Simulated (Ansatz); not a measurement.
# Cl4H2HfO: the cost of one run

All numbers below are computed with Ansatz 0.2.0 (RKS PBE-D4/def2-SVP).

## (1) Starting point

Bond lengths: Hf1–Cl2 2.870 Å, Hf1–Cl3 2.520 Å, Hf1–Cl4 2.518 Å, Hf1–Cl5 2.518 Å, Hf1–O6 2.370 Å, O6–H7 1.010 Å. Angles: Cl2–Hf1–Cl3 109.5°, Cl2–Hf1–Cl4 109.5°, Cl2–Hf1–Cl5 109.5°, Cl2–Hf1–O6 71.6°, Cl3–Hf1–Cl4 109.5°, Cl3–Hf1–Cl5 109.5°, Cl3–Hf1–O6 178.9°, Cl4–Hf1–Cl5 109.5°, Cl4–Hf1–O6 70.0°, Cl5–Hf1–O6 70.0°, Hf1–O6–H7 109.5°.

As a file:

```xyz
8

Hf    0.0000    0.0000    0.0000
Cl    0.0000    0.0000    2.8700
Cl    2.3764    0.0000   -0.8392
Cl   -1.1869    2.0563   -0.8392
Cl   -1.1869   -2.0563   -0.8392
O    -2.2491    0.0000    0.7473
H    -2.7942   -0.6297    0.1759
H    -1.5726    0.0000    2.0020
```

## (2) Pulling towards end A

Springs on the bonds that form and break draw the guess towards this end; the thresholds are loose.

input.yaml

```yaml
crystal:
  periodic: [false, false, false]
  atoms:
    - { symbol: Hf, position_ang: [0.0, 0.0, 0.0] }
    - { symbol: Cl, position_ang: [0.0, 0.0, 2.87] }
    - { symbol: Cl, position_ang: [2.3764, 0.0, -0.8392] }
    - { symbol: Cl, position_ang: [-1.1869, 2.0563, -0.8392] }
    - { symbol: Cl, position_ang: [-1.1869, -2.0563, -0.8392] }
    - { symbol: O, position_ang: [-2.2491, 0.0, 0.7473] }
    - { symbol: H, position_ang: [-2.7942, -0.6297, 0.1759] }
    - { symbol: H, position_ang: [-1.5726, 0.0, 2.002] }
basis:
  gaussian: { orbitals: def2-SVP }
hamiltonian:
  xc: pbe
  dispersion: d4
relax:
  f_tol: 0.15
  max_steps: 25
  restrain:
    - { distance: [0, 5], at: 3.27, k: 30.0 }
    - { distance: [7, 1], at: 2.57, k: 30.0 }
    - { distance: [0, 1], at: 2.52, k: 30.0 }
    - { distance: [7, 5], at: 1.01, k: 30.0 }
```

Command:

```sh
ansatz run input.yaml --threads 4 --pin off --max-ram 5120MiB --backend cpu --events-out ev --progress --plain --runs-dir out
```

**Question.** How long does this run take on 4 threads of AMD EPYC 9R45 (Zen 5), shared host, and how much memory does it need?

About 8 s, with a peak of 0.23 GiB.
